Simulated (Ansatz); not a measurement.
**AlFH₄O₃ + H₂O: a complex and its separated parts**

The complex below is one end of an elementary step. How strongly is it bound against its free parts?

The runs use Ansatz 0.2.0, Gaussian basis; PBE0-D4/def2-TZVP structures, single points in def2-TZVPP, no counterpoise correction.

Levels: SPW92, PBE-D4, BLYP-D4, r2SCAN-D4, B97M-V, PBE0-D4, B3LYP-D4, r2SCAN0-D4, BHLYP-D4, CAM-B3LYP-D4, wB97X-V, wB97M-V, B2PLYP, PBE-QIDH, RPA on PBE, Hartree-Fock, MP2, CCSD, CCSD(T).

Cores are frozen in the correlated methods. B3LYP uses VWN-RPA correlation. B2PLYP carries no dispersion term here.

94 further runs of the same task are left out: 94 set aside as unsound or not needed. Runs told in other sessions of the task aren't counted.

## 1. The system as given

The complex: 12 atoms, charge 0, spin multiplicity 1.

Atoms are counted from 1 here; the program's logs count them from 0.

Bond lengths: Al1–O2 1.887 Å, Al1–O3 1.746 Å, Al1–O4 1.710 Å, Al1–F6 1.662 Å, O2–H7 1.021 Å, O2–H9 0.963 Å, O3–H10 0.955 Å, O4–H11 0.954 Å, H5–O8 0.960 Å, O8–H12 0.994 Å. Angles: O2–Al1–O3 95.5°, O2–Al1–O4 99.8°, O2–Al1–F6 108.7°, O3–Al1–O4 118.4°, O3–Al1–F6 113.7°, O4–Al1–F6 116.6°, Al1–O2–H7 111.4°, Al1–O2–H9 110.9°, H7–O2–H9 109.9°, Al1–O3–H10 122.0°, Al1–O4–H11 121.7°, H5–O8–H12 107.2°.

Coordinates:

```csv
atom,x (Å),y (Å),z (Å)
Al1,-0.5823,-0.3496,0.8871
O2,1.1509,-0.6156,0.1905
O3,-1.0300,0.8963,-0.2517
O4,-1.2271,-1.9192,0.6715
H5,1.6314,1.9439,-1.5246
F6,-0.4487,0.1918,2.4527
H7,1.3465,0.0286,-0.5771
O8,1.1508,1.1209,-1.6381
H9,1.2656,-1.5242,-0.1068
H10,-1.8635,1.3583,-0.1935
H11,-1.6201,-2.4029,1.3943
H12,0.2266,1.2716,-1.3043
```

Its parts: AlFH₄O₃ holds atoms 1, 2, 3, 4, 6, 7, 9, 10, 11; H₂O holds atoms 5, 8, 12. Each part counts its atoms afresh in its own runs.

## 2. Relaxing AlFH₄O₃ alone

Input file relax-a/in.yaml:

```yaml
crystal:
  periodic: [false, false, false]
  atoms:
    - {symbol: Al, position_ang: [-0.582273, -0.349618, 0.887118]}
    - {symbol: O, position_ang: [1.150883, -0.615629, 0.190466]}
    - {symbol: O, position_ang: [-1.029988, 0.896308, -0.251704]}
    - {symbol: O, position_ang: [-1.227123, -1.919156, 0.671514]}
    - {symbol: F, position_ang: [-0.448688, 0.191835, 2.452710]}
    - {symbol: H, position_ang: [1.346452, 0.028646, -0.577108]}
    - {symbol: H, position_ang: [1.265606, -1.524205, -0.106780]}
    - {symbol: H, position_ang: [-1.863545, 1.358347, -0.193506]}
    - {symbol: H, position_ang: [-1.620087, -2.402883, 1.394347]}
basis:
  gaussian: {orbitals: def2-TZVP}
hamiltonian: {xc: pbe0, dispersion: d4}
relax: {f_tol: 0.005, max_steps: 200}
```

On the command line:

```console
$ ansatz run in.yaml --threads 8 --pin off --events-out ev --progress --plain --max-ram 19148MiB
```

Further steps of the session: Relaxing H₂O alone; SPW92/def2-TZVPP; PBE-D4/def2-TZVPP; BLYP-D4/def2-TZVPP; r2SCAN-D4/def2-TZVPP; B97M-V/def2-TZVPP; PBE0-D4/def2-TZVPP; B3LYP-D4/def2-TZVPP; r2SCAN0-D4/def2-TZVPP; BHLYP-D4/def2-TZVPP; CAM-B3LYP-D4/def2-TZVPP; wB97X-V/def2-TZVPP; wB97M-V/def2-TZVPP; B2PLYP/def2-TZVPP; PBE-QIDH/def2-TZVPP; RPA on PBE/def2-TZVPP; CCSD(T)/def2-TZVPP; Vibrations of AlFH₄O₃; Vibrations of H₂O.

What does the calculation give? Wanted: complex less parts, CCSD(T)/def2-TZVPP; with zero-point energy; largest T1 diagnostic.

The runs gave:

| quantity | value |
| --- | --- |
| complex less parts, CCSD(T)/def2-TZVPP | -75.9 kJ/mol |
| with zero-point energy | -64.6 kJ/mol |
| largest T1 diagnostic | 0.011 |

**Reading.** At CCSD(T) the complex lies 75.9 kJ/mol below its parts. The functionals run from B2PLYP, off by -0.1 kJ/mol, to SPW92, off by -47.6 kJ/mol, against CCSD(T). Mean unsigned error by rung: LDA 47.6, GGA 10.6, meta-GGA 5.1, hybrid 6.6, range-separated hybrid 5.6, double hybrid 1.7 kJ/mol. The double hybrids carry no dispersion term here, unlike the levels marked D4 or V. PBE-D4 gives a relative energy 13.1 kJ/mol too low, outside chemical accuracy (1 kcal/mol, 4.2 kJ/mol). No counterpoise was applied, and triple zeta lacks some correlation, so the CCSD(T) reference has a basis error of its own, and close matches with it are partly luck.
